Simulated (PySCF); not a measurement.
# La(NO2)3: forces at shaken geometries

How stiff is La(NO2)3? Its atoms are displaced at random by several amounts. The structure is generated, not taken from experiment.

The runs use PySCF 2.14.0; TPSS, La lcecp-1-SVP with ECP46, O def2-SVP, N def2-SVP; scalar-relativistic core potentials, no spin–orbit coupling.

3 further runs of the same task are left out: 2 for a known fault of the program, 1 that didn't finish.

## (1) Starting geometry

10 atoms, charge 0, spin multiplicity 1.

Bond lengths: La1–O2 2.492 Å, La1–O3 2.492 Å, La1–N4 2.965 Å, La1–O5 2.492 Å, La1–O6 2.492 Å, La1–N7 2.965 Å, La1–O8 2.492 Å, La1–O9 2.492 Å, La1–N10 2.965 Å, O2–N4 1.277 Å, O3–N4 1.277 Å, O5–N7 1.277 Å, O6–N7 1.277 Å, O8–N10 1.277 Å, O9–N10 1.277 Å. Angles: O2–La1–O3 50.4°, O2–La1–N4 25.2°, O2–La1–O5 103.2°, O2–La1–O6 126.2°, O2–La1–N7 116.9°, O2–La1–O8 103.2°, O2–La1–O9 126.2°, O2–La1–N10 116.9°, O3–La1–N4 25.2°, O3–La1–O5 126.2°, O3–La1–O6 103.2°, O3–La1–N7 116.9°, O3–La1–O8 126.2°, O3–La1–O9 103.2°, O3–La1–N10 116.9°, N4–La1–O5 116.9°, N4–La1–O6 116.9°, N4–La1–N7 120.0° and more.

Geometry (Å):

| atom | x (Å) | y (Å) | z (Å) |
| --- | --- | --- | --- |
| La1 | 0.00000 | 0.00000 | 0.00000 |
| O2 | 2.25443 | -0.00001 | 1.06135 |
| O3 | 2.25443 | -0.00001 | -1.06135 |
| N4 | 2.96485 | -0.00001 | 0.00000 |
| O5 | -1.12721 | 1.95240 | 1.06135 |
| O6 | -1.12721 | 1.95240 | -1.06135 |
| N7 | -1.48241 | 2.56765 | 0.00000 |
| O8 | -1.12723 | -1.95239 | 1.06135 |
| O9 | -1.12723 | -1.95239 | -1.06135 |
| N10 | -1.48244 | -2.56763 | 0.00000 |

Formal oxidation states: La +3. The 4f shell is empty and lies in the core potential. An earlier session relaxed this geometry at TPSS, La lcecp-1-SVP with ECP46, O def2-SVP, N def2-SVP (singlet, point group D3h).

Its energy there is -646.788669 Eh.

## (2) Atoms moved at random, σ = 0.06 Å

The input, run.py (the lines that set the calculation):

```python
mol = gto.M(atom='''
La     0.12055    -0.05110    -0.02321
O      2.29402     0.01618     1.12071
O      2.26043    -0.05814    -1.06966
N      2.84716     0.06096     0.01244
O     -1.08659     1.93281     1.13004
O     -1.15368     1.97494    -1.02999
N     -1.52616     2.63358    -0.00612
O     -1.19542    -1.98504     1.14786
O     -1.06214    -2.05528    -1.09783
N     -1.49816    -2.46891    -0.18423''',
    basis={'La': 'lcecp-1-SVP', 'O': 'def2-SVP', 'N': 'def2-SVP'},
    ecp={'La': 'lcecp-1-SVP'},
    charge=0, spin=0)
mf = dft.RKS(mol, xc='TPSS')
mf.grids.atom_grid = (50, 194)  # f atoms: unpruned, at least (60, 302)
mf = mf.density_fit()  # fitting sets: La AutoAux, O def2-universal-JKFIT, N def2-universal-JKFIT
mf.conv_tol = 1e-08; mf.max_cycle = 55
mf.kernel(dm0)  # dm0: the density of the relaxed state
```

Started as:

```console
OMP_NUM_THREADS=4 python run.py
```

Log:

```text
init E= -646.691214396444
  HOMO = -0.260135115705848  LUMO = -0.19110978981001  gap/eV = 1.87827
cycle= 1 E= -646.505942850317  delta_E= 0.185  |g|= 0.943  |ddm|= 1.45
  HOMO = -0.157067571933332  LUMO = -0.132446520347929  gap/eV = 0.66997
cycle= 2 E= -641.16280913568  delta_E= 5.34  |g|= 3.98  |ddm|= 4.05
  HOMO = -0.163926656012901  LUMO = -0.141385958151999  gap/eV = 0.61336
cycle= 3 E= -646.418159063728  delta_E= -5.26  |g|= 1.05  |ddm|= 3.84
  HOMO = -0.230386244026214  LUMO = -0.153304229204205  gap/eV = 2.09751
cycle= 4 E= -646.683514231856  delta_E= -0.265  |g|= 0.202  |ddm|= 1.31
  HOMO = -0.221401303170309  LUMO = -0.167803132137667  gap/eV = 1.45848
cycle= 5 E= -646.674180529619  delta_E= 0.00933  |g|= 0.296  |ddm|= 0.468
  HOMO = -0.219529898643284  LUMO = -0.158067906765077  gap/eV = 1.67247
cycle= 6 E= -646.685959317413  delta_E= -0.0118  |g|= 0.187  |ddm|= 0.336
  HOMO = -0.222446607003146  LUMO = -0.154685958664903  gap/eV = 1.84386
cycle= 7 E= -646.693149857672  delta_E= -0.00719  |g|= 0.044  |ddm|= 0.174
  HOMO = -0.223490426285164  LUMO = -0.153955425551908  gap/eV = 1.89214
cycle= 8 E= -646.693534772211  delta_E= -0.000385  |g|= 0.0114  |ddm|= 0.0407
  HOMO = -0.222565339689593  LUMO = -0.155067064852602  gap/eV = 1.83672
cycle= 9 E= -646.693556103888  delta_E= -2.13e-05  |g|= 0.00663  |ddm|= 0.0157
  HOMO = -0.222801369399336  LUMO = -0.15487950804132  gap/eV = 1.84825
cycle= 10 E= -646.693562793432  delta_E= -6.69e-06  |g|= 0.00363  |ddm|= 0.00677
  HOMO = -0.223002997340027  LUMO = -0.15478933204634  gap/eV = 1.85619
cycle= 11 E= -646.6935653725  delta_E= -2.58e-06  |g|= 0.00111  |ddm|= 0.0037
  HOMO = -0.223021221292531  LUMO = -0.154809622501329  gap/eV = 1.85613
cycle= 12 E= -646.693565398743  delta_E= -2.62e-08  |g|= 0.00106  |ddm|= 0.00155
  HOMO = -0.222998552847539  LUMO = -0.154793569747945  gap/eV = 1.85595
cycle= 13 E= -646.693565606624  delta_E= -2.08e-07  |g|= 0.000316  |ddm|= 0.000892
  HOMO = -0.222999564376109  LUMO = -0.154801570970432  gap/eV = 1.85576
cycle= 14 E= -646.693565625522  delta_E= -1.89e-08  |g|= 8.23e-05  |ddm|= 0.000248
  HOMO = -0.223005153314082  LUMO = -0.154797821296597  gap/eV = 1.85602
cycle= 15 E= -646.693565626366  delta_E= -8.44e-10  |g|= 5.34e-05  |ddm|= 0.000109
  HOMO = -0.222999225535346  LUMO = -0.154799954922548  gap/eV = 1.85580
Extra cycle  E= -646.693565620815  delta_E= 5.55e-09  |g|= 0.000172  |ddm|= 0.000187
converged SCF energy = -646.693565620815
```

It took 13 s on 4 threads of Arm Neoverse V2, shared host.

Result: E = -646.693566 Eh (+2.588 eV from the relaxed state), HOMO -6.07 eV, LUMO -4.21 eV, Mulliken charge on La1 +1.20 e, largest force component 13.599 eV/Å. The large-core potential holds the 4f shell empty.

| atom | Fx | Fy | Fz (eV/Å) |
| --- | --- | --- | --- |
| La1 | -2.689 | 0.637 | 1.502 |
| O2 | -2.712 | -0.330 | 0.577 |
| O3 | -2.535 | -0.450 | -1.314 |
| N4 | 6.842 | 0.843 | 0.452 |
| O5 | -0.869 | 1.610 | -2.553 |
| O6 | -0.403 | 0.751 | 0.236 |
| N7 | 2.027 | -3.418 | 1.991 |
| O8 | 1.295 | 1.351 | -3.462 |
| O9 | 6.704 | 6.714 | -11.030 |
| N10 | -7.660 | -7.708 | 13.599 |

## (3) Atoms moved at random, σ = 0.03 Å

The input, run.py (the lines that set the calculation):

```python
mol = gto.M(atom='''
La    -0.02029    -0.03497     0.00732
O      2.23273    -0.00016     1.07473
O      2.26188     0.02700    -1.10796
N      2.93840     0.00397     0.03978
O     -1.07036     1.96631     1.08053
O     -1.10227     1.98248    -1.04968
N     -1.49904     2.57271    -0.01866
O     -1.14004    -1.96517     1.05180
O     -1.11217    -1.98232    -1.05762
N     -1.48884    -2.56985    -0.02023''',
    basis={'La': 'lcecp-1-SVP', 'O': 'def2-SVP', 'N': 'def2-SVP'},
    ecp={'La': 'lcecp-1-SVP'},
    charge=0, spin=0)
mf = dft.RKS(mol, xc='TPSS')
mf.grids.atom_grid = (50, 194)  # f atoms: unpruned, at least (60, 302)
mf = mf.density_fit()  # fitting sets: La AutoAux, O def2-universal-JKFIT, N def2-universal-JKFIT
mf.conv_tol = 1e-08; mf.max_cycle = 55
mf.kernel(dm0)  # dm0: the density of the relaxed state
```

Started as:

```console
OMP_NUM_THREADS=4 python run.py
```

Log:

```text
init E= -646.756080493522
  HOMO = -0.258582205705457  LUMO = -0.159847432279931  gap/eV = 2.68671
cycle= 1 E= -646.763061994163  delta_E= -0.00698  |g|= 0.297  |ddm|= 0.451
  HOMO = -0.236666116046729  LUMO = -0.152375691473286  gap/eV = 2.29366
cycle= 2 E= -646.498556727398  delta_E= 0.265  |g|= 1.16  |ddm|= 1.09
  HOMO = -0.252440706121126  LUMO = -0.150114624711091  gap/eV = 2.78443
cycle= 3 E= -646.778308757847  delta_E= -0.28  |g|= 0.136  |ddm|= 0.866
  HOMO = -0.255182417963678  LUMO = -0.15358314694922  gap/eV = 2.76466
cycle= 4 E= -646.781469028867  delta_E= -0.00316  |g|= 0.0534  |ddm|= 0.118
  HOMO = -0.255252175150436  LUMO = -0.153652948516943  gap/eV = 2.76466
cycle= 5 E= -646.781908946508  delta_E= -0.00044  |g|= 0.0232  |ddm|= 0.0447
  HOMO = -0.255168074439587  LUMO = -0.153290433552936  gap/eV = 2.77223
cycle= 6 E= -646.781995172043  delta_E= -8.62e-05  |g|= 0.0115  |ddm|= 0.0243
  HOMO = -0.255030134503869  LUMO = -0.15301436053936  gap/eV = 2.77599
cycle= 7 E= -646.782020657386  delta_E= -2.55e-05  |g|= 0.0032  |ddm|= 0.0104
  HOMO = -0.255067568850208  LUMO = -0.153117615553729  gap/eV = 2.77420
cycle= 8 E= -646.782022302928  delta_E= -1.65e-06  |g|= 0.0019  |ddm|= 0.00376
  HOMO = -0.255076542426498  LUMO = -0.153150410472418  gap/eV = 2.77355
cycle= 9 E= -646.782023047918  delta_E= -7.45e-07  |g|= 0.000226  |ddm|= 0.00156
  HOMO = -0.255074025591261  LUMO = -0.153145277616598  gap/eV = 2.77362
cycle= 10 E= -646.78202305884  delta_E= -1.09e-08  |g|= 7.94e-05  |ddm|= 0.000266
  HOMO = -0.255074282703967  LUMO = -0.153145849291169  gap/eV = 2.77361
cycle= 11 E= -646.782023059871  delta_E= -1.03e-09  |g|= 3.82e-05  |ddm|= 7.31e-05
  HOMO = -0.255075039961231  LUMO = -0.153145775703193  gap/eV = 2.77364
Extra cycle  E= -646.782023058176  delta_E= 1.7e-09  |g|= 0.000101  |ddm|= 9.03e-05
converged SCF energy = -646.782023058176
```

Run time: 11 s. Hardware: 4 threads of Arm Neoverse V2, shared host.

Read off: E = -646.782023 Eh (+0.181 eV from the relaxed state), HOMO -6.94 eV, LUMO -4.17 eV, Mulliken charge on La1 +1.27 e, largest force component 2.187 eV/Å. The large-core potential holds the 4f shell empty.

| atom | Fx | Fy | Fz (eV/Å) |
| --- | --- | --- | --- |
| La1 | 0.386 | 0.696 | -0.040 |
| O2 | -0.715 | -0.071 | 0.063 |
| O3 | 0.119 | -0.107 | 2.187 |
| N4 | 0.417 | 0.087 | -2.032 |
| O5 | -0.552 | 0.493 | -1.192 |
| O6 | -0.010 | -0.259 | -0.647 |
| N7 | 0.575 | -0.567 | 1.712 |
| O8 | 0.032 | 0.122 | 0.189 |
| O9 | 0.276 | 0.540 | -1.085 |
| N10 | -0.528 | -0.935 | 0.845 |

## (4) Atoms moved at random, σ = 0.1 Å

The input, run.py (the lines that set the calculation):

```python
mol = gto.M(atom='''
La    -0.08394    -0.05285     0.04403
O      2.20748    -0.03983     1.10455
O      2.23141     0.16480    -0.88008
N      2.95760    -0.06480    -0.05541
O     -1.06704     1.99311     1.05157
O     -1.25924     1.94845    -1.26556
N     -1.26996     2.47898     0.01830
O     -0.99740    -1.93917     1.08117
O     -1.31843    -1.72753    -1.08499
N     -1.40047    -2.76116    -0.01357''',
    basis={'La': 'lcecp-1-SVP', 'O': 'def2-SVP', 'N': 'def2-SVP'},
    ecp={'La': 'lcecp-1-SVP'},
    charge=0, spin=0)
mf = dft.RKS(mol, xc='TPSS')
mf.grids.atom_grid = (50, 194)  # f atoms: unpruned, at least (60, 302)
mf = mf.density_fit()  # fitting sets: La AutoAux, O def2-universal-JKFIT, N def2-universal-JKFIT
mf.conv_tol = 1e-08; mf.max_cycle = 55
mf.kernel(dm0)  # dm0: the density of the relaxed state
```

Started as:

```console
OMP_NUM_THREADS=4 python run.py
```

Log:

```text
init E= -646.326497034196
  HOMO = -0.327533663208863  LUMO = -0.300235960526155  gap/eV = 0.74281
cycle= 1 E= -645.193252410417  delta_E= 1.13  |g|= 1.75  |ddm|= 2.97
  HOMO = -0.12171718541688  LUMO = -0.098472973384875  gap/eV = 0.63251
cycle= 2 E= -591.988063293516  delta_E= 53.2  |g|= 9.44  |ddm|= 12.8
  HOMO = -0.124384811450422  LUMO = -0.115637565975649  gap/eV = 0.23802
cycle= 3 E= -636.696952652022  delta_E= -44.7  |g|= 4.81  |ddm|= 10.6
  HOMO = -0.195707397967322  LUMO = -0.16724612159183  gap/eV = 0.77447
cycle= 4 E= -643.64461731047  delta_E= -6.95  |g|= 2.61  |ddm|= 6.05
  HOMO = -0.178079006362644  LUMO = -0.156145751937878  gap/eV = 0.59683
cycle= 5 E= -645.775654954406  delta_E= -2.13  |g|= 1.91  |ddm|= 2.98
  HOMO = -0.238619139908524  LUMO = -0.190667045688436  gap/eV = 1.30484
cycle= 6 E= -646.499417484814  delta_E= -0.724  |g|= 0.722  |ddm|= 1.49
  HOMO = -0.223442732892625  LUMO = -0.182917019899435  gap/eV = 1.10276
cycle= 7 E= -646.411915441867  delta_E= 0.0875  |g|= 1.04  |ddm|= 1.01
  HOMO = -0.246576483909095  LUMO = -0.175173991396815  gap/eV = 1.94296
cycle= 8 E= -646.613850606502  delta_E= -0.202  |g|= 0.302  |ddm|= 0.696
  HOMO = -0.24576797380635  LUMO = -0.181520606425367  gap/eV = 1.74826
cycle= 9 E= -646.615270551338  delta_E= -0.00142  |g|= 0.304  |ddm|= 0.265
  HOMO = -0.232134445683174  LUMO = -0.198301022250298  gap/eV = 0.92065
cycle= 10 E= -646.635983513655  delta_E= -0.0207  |g|= 0.145  |ddm|= 0.256
  HOMO = -0.214915536388415  LUMO = -0.20507678420837  gap/eV = 0.26773
cycle= 11 E= -646.636905250674  delta_E= -0.000922  |g|= 0.156  |ddm|= 0.669
  HOMO = -0.218704959382962  LUMO = -0.207584058130595  gap/eV = 0.30262
cycle= 12 E= -646.641814827187  delta_E= -0.00491  |g|= 0.0902  |ddm|= 0.161
  HOMO = -0.220792925795674  LUMO = -0.207321765344594  gap/eV = 0.36657
cycle= 13 E= -646.644228134834  delta_E= -0.00241  |g|= 0.0233  |ddm|= 0.167
  HOMO = -0.221216510567726  LUMO = -0.207168267139859  gap/eV = 0.38227
cycle= 14 E= -646.644279729608  delta_E= -5.16e-05  |g|= 0.0145  |ddm|= 0.0382
  HOMO = -0.220281596998749  LUMO = -0.207299390447033  gap/eV = 0.35326
cycle= 15 E= -646.644302916242  delta_E= -2.32e-05  |g|= 0.0094  |ddm|= 0.0582
  HOMO = -0.220727609160439  LUMO = -0.207038634681455  gap/eV = 0.37250
cycle= 16 E= -646.644338529908  delta_E= -3.56e-05  |g|= 0.00465  |ddm|= 0.0387
  HOMO = -0.220728572945484  LUMO = -0.207231847588058  gap/eV = 0.36726
cycle= 17 E= -646.644346564726  delta_E= -8.03e-06  |g|= 0.000348  |ddm|= 0.011
  HOMO = -0.220737251542899  LUMO = -0.207223894702175  gap/eV = 0.36772
cycle= 18 E= -646.644346588118  delta_E= -2.34e-08  |g|= 0.000196  |ddm|= 0.000888
  HOMO = -0.220732512768829  LUMO = -0.207224232137188  gap/eV = 0.36758
cycle= 19 E= -646.644346597844  delta_E= -9.73e-09  |g|= 6.19e-05  |ddm|= 0.000267
  HOMO = -0.220720019396922  LUMO = -0.207233612228704  gap/eV = 0.36698
Extra cycle  E= -646.644346523196  delta_E= 7.46e-08  |g|= 0.000446  |ddm|= 0.00116
converged SCF energy = -646.644346523196
```

Wall time 15 s (4 threads of Arm Neoverse V2, shared host).

Result: E = -646.644347 Eh (+3.927 eV from the relaxed state), HOMO -6.01 eV, LUMO -5.64 eV, Mulliken charge on La1 +1.22 e, largest force component 11.165 eV/Å. The large-core potential holds the 4f shell empty. The gap is small, and the closed shell wasn't tested for a lower spin-broken solution.

| atom | Fx | Fy | Fz (eV/Å) |
| --- | --- | --- | --- |
| La1 | 0.433 | 0.468 | -0.123 |
| O2 | 1.307 | -0.701 | 0.471 |
| O3 | -5.630 | 2.067 | -11.165 |
| N4 | 3.972 | -1.574 | 10.096 |
| O5 | 1.650 | -4.973 | 4.414 |
| O6 | 1.221 | -1.774 | 4.046 |
| N7 | -2.887 | 7.255 | -7.851 |
| O8 | -1.406 | -4.295 | -1.779 |
| O9 | -0.607 | -4.416 | 1.723 |
| N10 | 1.949 | 7.942 | 0.168 |

## (5) Results

| σ (Å) | energy rise (eV) | harmonic estimate −½ F·u (eV) | largest force component (eV/Å) |
| --- | --- | --- | --- |
| 0.06 | 2.588 | 2.580 | 13.60 |
| 0.03 | 0.181 | 0.175 | 2.19 |
| 0.1 | 3.927 | 3.609 | 11.17 |

Every displacement raises the energy. For a harmonic well the rise equals −½ F·u; the two differ by at most 8 % here (a move with σ = 0.1 Å), from anharmonicity, the grid and the small forces left at the relaxed point. The bases are small and lack diffuse functions. Spin–orbit coupling is left out.
